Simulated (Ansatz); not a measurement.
**InCoB3 (element-swapped structure): how the settings move a single-point run, part 1 of 2**

How sensitive is a single-point run of InCoB3 (element-swapped structure) to its settings? A reference run comes first, then four runs with altered input.

Program: Ansatz 0.2.0. Level of theory: reference: DFT PBE, plane waves, PAW, scalar-relativistic, no spin polarisation. These are calculated values, not measurements.

### Step 1. The starting structure

Symmetry: Cmcm, No. 63, orthorhombic system. The conventional cell has a = 3.324 Å, b = 19.192 Å, c = 3.259 Å, α = 90.00°, β = 90.00°, γ = 90.00°. Around Co (site symmetry m2m) lie 7 B at 1.94 to 2.40 Å. Around B (site symmetry m2m) lie 2 B at 1.68 Å and 2 Co at 1.94 Å. In (site symmetry m2m) is surrounded by 12 B at 2.50 to 2.80 Å. B (site symmetry m2m) has 2 B at 1.68 Å and 5 Co at 2.32 to 2.40 Å as nearest neighbours. B (site symmetry m2m) has 3 B at 1.89 to 2.46 Å and 6 In at 2.50 Å as nearest neighbours.

As a file:

```xyz
10
Lattice="3.3245 0.0000 0.0000 1.6622 -9.5962 0.0000 0.0000 0.0000 -3.2589" Properties=species:S:1:pos:R:3 pbc="T T T"
Co    1.6622   -5.6618   -2.4442
Co    3.3245   -3.9344   -0.8147
B     3.3245   -6.6598   -2.4442
B     1.6622   -2.9364   -0.8147
In    3.3245   -1.3819   -2.4442
In    1.6622   -8.2143   -0.8147
B     1.6622   -3.3395   -2.4442
B     3.3245   -6.2567   -0.8147
B     3.3245   -9.1164   -2.4442
B     1.6622   -0.4798   -0.8147
```

### Step 2. Reference

The input, input.yaml:

```yaml
crystal:
  lattice:
    - [3.324496, 0.0, 0.0]
    - [1.662248, -9.596202, 0.0]
    - [0.0, 0.0, -3.258881]
  atoms:
    - { symbol: Co, position: [0.205, 0.59, 0.75] }
    - { symbol: Co, position: [0.795, 0.41, 0.25] }
    - { symbol: B, position: [0.653, 0.694, 0.75] }
    - { symbol: B, position: [0.347, 0.306, 0.25] }
    - { symbol: In, position: [0.928, 0.144, 0.75] }
    - { symbol: In, position: [0.072, 0.856, 0.25] }
    - { symbol: B, position: [0.326, 0.348, 0.75] }
    - { symbol: B, position: [0.674, 0.652, 0.25] }
    - { symbol: B, position: [0.525, 0.95, 0.75] }
    - { symbol: B, position: [0.475, 0.05, 0.25] }
  symmetry: { tolerance: 0.0003 }
kpoints:
  mp_grid: { grid: [6, 6, 6], shift: [0, 0, 0] }
magnetization:
  spin_polarized: false
scf:
  occupations: { method: gaussian, width: 0.0536 }
hamiltonian:
  pseudopotentials: { kind: paw }
  xc: pbe
basis:
  ecutwfc: 420
output:
  forces: true
  stress: true
  eigenvalues: true
```

The run is started by

```sh
$ ansatz run input.yaml --threads 1 --pin off --max-ram 2560MiB --backend cpu --events-out ev --progress --plain --runs-dir out
```

Output (excerpt; [...] marks lines left out):

```text
Warning: RAYON_NUM_THREADS=1 ignored (pool sized by the plan → 1); use --threads N
[...]
Pseudopotentials: kind: paw
Pseudopotential: Co, paw, valence charge 17, recommended cutoff 420 eV (normal), Co.paw.azcp
Pseudopotential: B, paw, valence charge 3, recommended cutoff 420 eV (normal), B.paw.azcp
Pseudopotential: In, paw, valence charge 13, recommended cutoff 420 eV (normal), In.paw.azcp
Functional definition: PBE
[...]
Crystal: 10 atoms, lattice volume = 103.967 Å³
Basis set: ecut = 420 eV, 2043 PW (Γ), exchange–correlation on 48×144×48 points (8 copies of the dense FFT grid, shifted against one another)
Bands: 49, of which v1, the nominal top of the filled ones, is band 39 counted from 1 (38 counted from 0)
Symmetry: 8 space group operations
Space group: Cmcm (ITA 63), of the structure as read, at distance tolerance 1.4e-3 Å
k-points: 52 of 216
[...]
SCF iter   1: F=—  HF=-22377.111407 eV  |F-HF|=—  |Δ(HF+E_count)|=         —  Δρ=1.00e-2  dr2=1.67e-1  ethr=1.77e-3  ⟨swp⟩=6.4  Hψ=10071  notcnv=0  defer=20
[...]
SCF iter   9: F=-22377.102004 eV  HF=-22377.102004 eV  |F-HF|=1.34e-8  |Δ(HF+E_count)|=   1.92e-8  Δρ=4.00e-6  dr2=1.26e-8  ethr=1.28e-10  ⟨swp⟩=9.3  Hψ=9915  notcnv=0
[...]
SCF converged after 9 iterations
Free energy (F): -22377.102004 eV
[...]
E sigma→0 (E₀):  -22377.097363 eV
Entropy (-TS):   -0.009282 eV (-0.928 meV/atom)
Fermi energy:    13.680349 eV
[...]
--- Forces (eV/Å), atoms counted from 1 ---
  atom   1  Co     0.00000000     1.96654423     0.00000000
  atom   2  Co     0.00000000    -1.96654423     0.00000000
  atom   3  B      0.00000000    -1.24570457     0.00000000
  atom   4  B      0.00000000     1.24570457     0.00000000
  atom   5  In     0.00000000    -1.48309569     0.00000000
  atom   6  In     0.00000000     1.48309569     0.00000000
  atom   7  B      0.00000000    -1.92015990     0.00000000
  atom   8  B      0.00000000     1.92015990     0.00000000
[...]
--- Stress (GPa, compression-positive) ---
       14.976017       0.000000       0.000000
        0.000000       4.885270       0.000000
        0.000000       0.000000     -13.667333
  P = ⅓ Tr σ = 2.0647 GPa (20.647 kbar)
--- Band table (eV; the first three rows and the last of 52) ---
[...]
```

It took 8.2 s on 1 thread of Intel Xeon 6975P-C (Granite Rapids), shared host; peak memory 0.56 GiB.

### Step 3. Variant: eigensolver.kind davidson, basis.precision f64

Changes to input.yaml since step 2:

```diff
@@ -23,2 +23,3 @@
   occupations: { method: gaussian, width: 0.0536 }
+  eigensolver: { kind: davidson }
 hamiltonian:
@@ -28,2 +29,3 @@
   ecutwfc: 420
+  precision: f64
 output:
@@ -32 +34,5 @@
   eigenvalues: true
+  write_density: true
+  write_potential: true
+  elf: true
+  volumetric_format: npy
```

The run is started by

```sh
$ ansatz run input.yaml --threads 1 --pin off --max-ram 2560MiB --backend cpu --events-out ev --progress --plain --runs-dir out
```

Output (excerpt; [...] marks lines left out):

```text
Warning: RAYON_NUM_THREADS=1 ignored (pool sized by the plan → 1); use --threads N
[...]
[... 5 set-up lines as earlier in the session ...]
[...]
Crystal: 10 atoms, lattice volume = 103.967 Å³
Basis set: ecut = 420 eV, 2043 PW (Γ), exchange–correlation on 48×144×48 points (8 copies of the dense FFT grid, shifted against one another)
Bands: 49, of which v1, the nominal top of the filled ones, is band 39 counted from 1 (38 counted from 0)
[... 2 set-up lines as earlier in the session ...]
k-points: 52 of 216
[...]
SCF converged after 8 iterations
Free energy (F): -22377.102004 eV
[...]
E sigma→0 (E₀):  -22377.097363 eV
Entropy (-TS):   -0.009282 eV (-0.928 meV/atom)
Fermi energy:    13.680355 eV
[...]
--- Forces (eV/Å), atoms counted from 1 ---
  atom   1  Co     0.00000000     1.96649916     0.00000000
  atom   2  Co     0.00000000    -1.96649916     0.00000000
  atom   3  B      0.00000000    -1.24576807     0.00000000
  atom   4  B      0.00000000     1.24576807     0.00000000
  atom   5  In     0.00000000    -1.48305511     0.00000000
  atom   6  In     0.00000000     1.48305511     0.00000000
  atom   7  B      0.00000000    -1.92009626     0.00000000
  atom   8  B      0.00000000     1.92009626     0.00000000
[...]
--- Stress (GPa, compression-positive) ---
       14.976313       0.000000       0.000000
        0.000000       4.885460       0.000000
        0.000000       0.000000     -13.666683
  P = ⅓ Tr σ = 2.0650 GPa (20.650 kbar)
--- Band table (eV; the first three rows and the last of 52) ---
[...]
```

Wall time 14 s (1 thread of Intel Xeon 6975P-C (Granite Rapids), shared host); peak memory 0.53 GiB.

Same state: the changed solver and arithmetic precision leaves the energy within 0.5 meV/atom.

### Step 4. Variant: eigensolver.kind davidson, xc rpbe, basis.precision f64

Changes to input.yaml since step 2:

```diff
@@ -23,7 +23,9 @@
   occupations: { method: gaussian, width: 0.0536 }
+  eigensolver: { kind: davidson }
 hamiltonian:
   pseudopotentials: { kind: paw }
-  xc: pbe
+  xc: rpbe
 basis:
   ecutwfc: 420
+  precision: f64
 output:
```

The run is started by

```sh
$ ansatz run input.yaml --threads 1 --pin off --max-ram 2560MiB --backend cpu --events-out ev --progress --plain --runs-dir out
```

Output:

```text
Warning: RAYON_NUM_THREADS=1 ignored (pool sized by the plan → 1); use --threads N
Engine: ansatz 0.2.0, x86_64-unknown-linux-gnu
[... 4 set-up lines as earlier in the session ...]
Functional definition: RPBE
  parameter kappa = 0.804
  parameter beta = 0.06672455060314922
  exchange = rpbe_x(kappa = kappa, mu = beta*pi^2/3)
  correlation = pbe_c(beta = beta)
Crystal: 10 atoms, lattice volume = 103.967 Å³
Basis set: ecut = 420 eV, 2043 PW (Γ), exchange–correlation on 48×144×48 points (8 copies of the dense FFT grid, shifted against one another)
Bands: 49, of which v1, the nominal top of the filled ones, is band 39 counted from 1 (38 counted from 0)
[... 2 set-up lines as earlier in the session ...]
k-points: 52 of 216
Non-local potential: Co, projectors of the file, l = 0: 3, l = 1: 2, l = 2: 3, l = 3: 1
Non-local potential: B, projectors of the file, l = 0: 2, l = 1: 2, l = 2: 1
Non-local potential: In, projectors of the file, l = 0: 2, l = 1: 2, l = 2: 2, l = 3: 2
PAW form: soft (Blöchl's): semilocal exchange-correlation on the pseudo side does not see the compensation charge
PAW frozen core: Co, regenerated for the run's functional, and the local potential with it (the file was generated under x = pbe(κ = 0.804, μ = 0.2195149727645171), c = pbe(β = 0.06672455060314922))
PAW frozen core: B, regenerated for the run's functional, and the local potential with it (the file was generated under x = pbe(κ = 0.804, μ = 0.2195149727645171), c = pbe(β = 0.06672455060314922))
PAW frozen core: In, regenerated for the run's functional, and the local potential with it (the file was generated under x = pbe(κ = 0.804, μ = 0.2195149727645171), c = pbe(β = 0.06672455060314922))
PAW one-centre angular grid: Co, 590 points (default); XC on 64 Gauss nodes
PAW one-centre angular grid: B, 110 points (default); XC on 64 Gauss nodes
PAW one-centre angular grid: In, 590 points (default); XC on 64 Gauss nodes
Initial density: superposition of atomic densities (neutral atoms: chi_scale 0, normalization atom), corrected by the library's trained network
Initial wavefunctions: pseudopotential atomic-orbital guess
Functional: x = rpbe, c = pbe(β = 0.06672455060314922)
SCF iter   1: F=—  HF=-22410.191143 eV  |F-HF|=—  |Δ(HF+E_count)|=         —  Δρ=1.49e-2  dr2=2.85e-1  ethr=1.77e-3  ⟨swp⟩=8.3  Hψ=11555  notcnv=0
preconditioner: auto → Kerker (q_TF=auto, 2.601 Å⁻¹)  [metal: Δε(μ)=0.010 eV  Ē_g=10.785 eV  σ=0.054 eV  W_gap=0.10  n_scr=28 (ndim 8)  ℏωp=28.7 eV  f_vac=0.000  D(μ)=5.79/eV (n_scr^D=62)]
SCF iter   2: F=—  HF=-22410.183515 eV  |F-HF|=—  |Δ(HF+E_count)|=   7.63e-3  Δρ=6.26e-3  dr2=7.57e-2  ethr=3.66e-4  ⟨swp⟩=4.0  Hψ=5233  notcnv=0  defer=32
SCF iter   3: F=—  HF=-22410.180298 eV  |F-HF|=—  |Δ(HF+E_count)|=   3.22e-3  Δρ=1.39e-3  dr2=8.80e-3  ethr=9.70e-5  ⟨swp⟩=4.0  Hψ=5296  notcnv=0  defer=60
SCF iter   4: F=—  HF=-22410.180118 eV  |F-HF|=—  |Δ(HF+E_count)|=   1.80e-4  Δρ=1.00e-3  dr2=1.00e-3  ethr=1.13e-5  ⟨swp⟩=4.1  Hψ=5137  notcnv=0  defer=32
SCF iter   5: F=—  HF=-22410.180030 eV  |F-HF|=—  |Δ(HF+E_count)|=   8.74e-5  Δρ=3.51e-4  dr2=2.80e-4  ethr=1.29e-6  ⟨swp⟩=4.1  Hψ=5696  notcnv=0  defer=19
SCF iter   6: F=—  HF=-22410.180022 eV  |F-HF|=—  |Δ(HF+E_count)|=   8.57e-6  Δρ=1.20e-4  dr2=5.61e-5  ethr=3.59e-7  ⟨swp⟩=2.5  Hψ=4644  notcnv=0  defer=7
iter 7 solved again at ethr=1.88e-9 eV; its pass at ethr=7.19e-8 eV (dr2=1.47e-6 eV) is discarded
SCF iter   7: F=—  HF=-22410.180025 eV  |F-HF|=—  |Δ(HF+E_count)|=   3.80e-6  Δρ=2.73e-5  dr2=1.23e-6  ethr=1.88e-9  ⟨swp⟩=4.3  Hψ=13087  notcnv=0  defer=3
eigensolver tolerance schedule: the retry pair's looser diagonalisation over-reported the residual by 0.19 of it (diagonalisation noise at 0.20 of the residual, at the tolerance the schedule requests for it); recorded, not acted on — ethr = c·dr2/N_el stays at c = 1.0e-1
SCF iter   8: F=—  HF=-22410.180025 eV  |F-HF|=—  |Δ(HF+E_count)|=   3.88e-7  Δρ=1.05e-5  dr2=2.86e-7  ethr=1.58e-9  ⟨swp⟩=2.9  Hψ=4685  notcnv=0  defer=1
SCF iter   9: F=-22410.180025 eV  HF=-22410.180025 eV  |F-HF|=1.97e-8  |Δ(HF+E_count)|=   3.48e-8  Δρ=2.74e-6  dr2=2.15e-8  ethr=3.67e-10  ⟨swp⟩=3.7  Hψ=5717  notcnv=0  defer=1
the search or the solves at the SCF's close seem to have found levels that the self-consistency loop had missed (the run counts 1). By its estimate they hold under 1e-12 electrons; where the run keeps them, the occupations were computed again with them
SCF 1 converged in 9 iterations: F = -22410.180025 eV  dr2 = 2.15e-8
  Residual-converged pass: ⟨swp⟩=3.1  Hψ=6229  notcnv=0  max |occ|·‖R‖ = 6.6e-6 eV (tolerance 6.7e-6 eV)  dr2=2.22e-8  dr2_onsite=3.41e-9  max |Δocc| = 9.8e-10
SCF converged after 9 iterations
Free energy (F): -22410.180025 eV
Harris-Foulkes:  -22410.180025 eV  (|F-HF|=1.97e-8)
Internal energy: -22410.171088 eV  (E = F + TS)
E sigma→0 (E₀):  -22410.175557 eV
Entropy (-TS):   -0.008937 eV (-0.894 meV/atom)
Fermi energy:    13.801854 eV
--- Per-component energies (eV) ---
  E_band       = -484.602077
  E_kinetic    = 1680.995646
  E_local      = -10324.243036  (includes V_loc(G=0)·N_el)
  E_nonlocal   = 1721.258700
  E_hartree    = 4441.865863
  E_xc         = -939.860768
  E_vxc        = -833.693816  (∫ρ·V_xc dr)
  E_paw        = -11853.427671  (= ΣΔE_a)
  E_vpaw       = -1612.643752  (= ΣTr[D̂ρ^β])
  E_aug_tail   = 0.000227  (compensation charges beyond the density's cutoff)
  E_ewald      = -7136.738673
  E_core_change = -0.021376  (= ΣΔE_core)
  E_smearing   = -0.008937  (= −TS)
  E_closure    = 0.000000  (closes the sum)
  Σ components = -22410.180025   (vs F -22410.180025, Δ=0.00e0)
--- Forces (eV/Å), atoms counted from 1 ---
  atom   1  Co     0.00000000     2.03505067     0.00000000
  atom   2  Co     0.00000000    -2.03505067     0.00000000
  atom   3  B      0.00000000    -1.38311652     0.00000000
  atom   4  B      0.00000000     1.38311652     0.00000000
  atom   5  In     0.00000000    -1.51083100     0.00000000
  atom   6  In     0.00000000     1.51083100     0.00000000
  atom   7  B      0.00000000    -1.93385731     0.00000000
  atom   8  B      0.00000000     1.93385731     0.00000000
  atom   9  B      0.00000000    -1.39405685     0.00000000
  atom  10  B      0.00000000     1.39405685     0.00000000
  max |Σ_I F_I| component: 2.22e-16 eV/Å
--- Stress (GPa, compression-positive) ---
       18.729424       0.000000       0.000000
        0.000000       8.232411       0.000000
        0.000000       0.000000      -9.996550
  P = ⅓ Tr σ = 5.6551 GPa (56.551 kbar)
--- Band table (eV; the first three rows and the last of 52) ---
  k-point 0: bands = ["-81.0524", "-81.0480", "-44.5347", "-44.5179", "-44.2958", "-44.2774", "-44.0543", "-44.0379", "-1.5608", "-1.5538", "-1.3888", "-1.3792", "-1.3359", "-1.2862", "-1.1426", "-1.0925", "-1.0575", "-1.0265", "-0.0992", "1.4470", "1.9354", "6.0080", "7.1511", "9.2294", "9.2824", "9.8012", "10.1858", "10.4642", "10.8134", "10.9336", "11.2901", "11.7803", "12.4147", "12.6618", "12.7833", "12.9353", "13.2471", "13.8714", "14.0603", "15.2782", "15.5028", "15.7742", "16.0819", "17.0754", "17.5966", "18.0601", "18.1658", "18.2040", "18.4014"]
  k-point 1: bands = ["-81.0520", "-81.0482", "-44.5334", "-44.5189", "-44.2945", "-44.2786", "-44.0549", "-44.0407", "-1.5256", "-1.4891", "-1.4089", "-1.3453", "-1.3226", "-1.2738", "-1.1699", "-1.1153", "-1.1142", "-1.1015", "0.2965", "1.7748", "2.2981", "6.2679", "7.3647", "7.8071", "8.2854", "9.1902", "9.9856", "10.3635", "10.7808", "11.4873", "11.5930", "12.0954", "12.1991", "12.3169", "12.6507", "12.8024", "13.6511", "13.8398", "14.1353", "15.3563", "15.3572", "15.6789", "16.7206", "17.2509", "17.4493", "18.0106", "18.1998", "19.0121", "19.2999"]
  k-point 2: bands = ["-81.0510", "-81.0488", "-44.5300", "-44.5216", "-44.2912", "-44.2820", "-44.0553", "-44.0472", "-1.5018", "-1.4685", "-1.4089", "-1.3988", "-1.3089", "-1.2572", "-1.1650", "-1.1544", "-1.1346", "-1.1051", "1.4273", "2.7348", "3.3039", "5.4259", "6.0916", "6.8163", "7.1837", "8.4992", "10.3793", "10.7835", "10.8298", "11.1014", "11.5436", "11.8051", "12.0135", "12.7811", "12.8778", "13.0554", "13.1258", "13.3912", "14.3672", "15.3545", "15.5986", "16.2736", "16.3808", "16.6610", "17.6766", "17.8042", "18.7234", "19.0284", "19.1135"]
  k-point 51: bands = ["-81.0495", "-81.0495", "-44.5329", "-44.5329", "-44.2858", "-44.2858", "-44.0526", "-44.0526", "-1.7155", "-1.7155", "-1.4397", "-1.4397", "-1.4254", "-1.4254", "-1.0447", "-1.0447", "-0.9127", "-0.9127", "4.9231", "4.9231", "5.4181", "5.4181", "6.6116", "6.6116", "8.0008", "8.0008", "9.3106", "9.3106", "10.3896", "10.3896", "10.8443", "10.8443", "11.4805", "11.4805", "11.9463", "11.9463", "12.6359", "12.6359", "13.5249", "13.5249", "14.1184", "14.1184", "15.1264", "15.1264", "15.4320", "15.4320", "16.3390", "16.3390", "19.1197"]
```

Wall time 14 s (1 thread of Intel Xeon 6975P-C (Granite Rapids), shared host); peak memory 0.54 GiB.

After a change of functional the difference of the totals has no physical meaning; the pressure goes from 2.1 to 5.7 GPa and the largest force goes from 1.97 to 2.04 eV/Å. At this fixed cell a higher pressure means that this functional prefers a larger volume than the reference. Cost: 14 s against 8.2 s.

(Continued in part 2 of 2.)
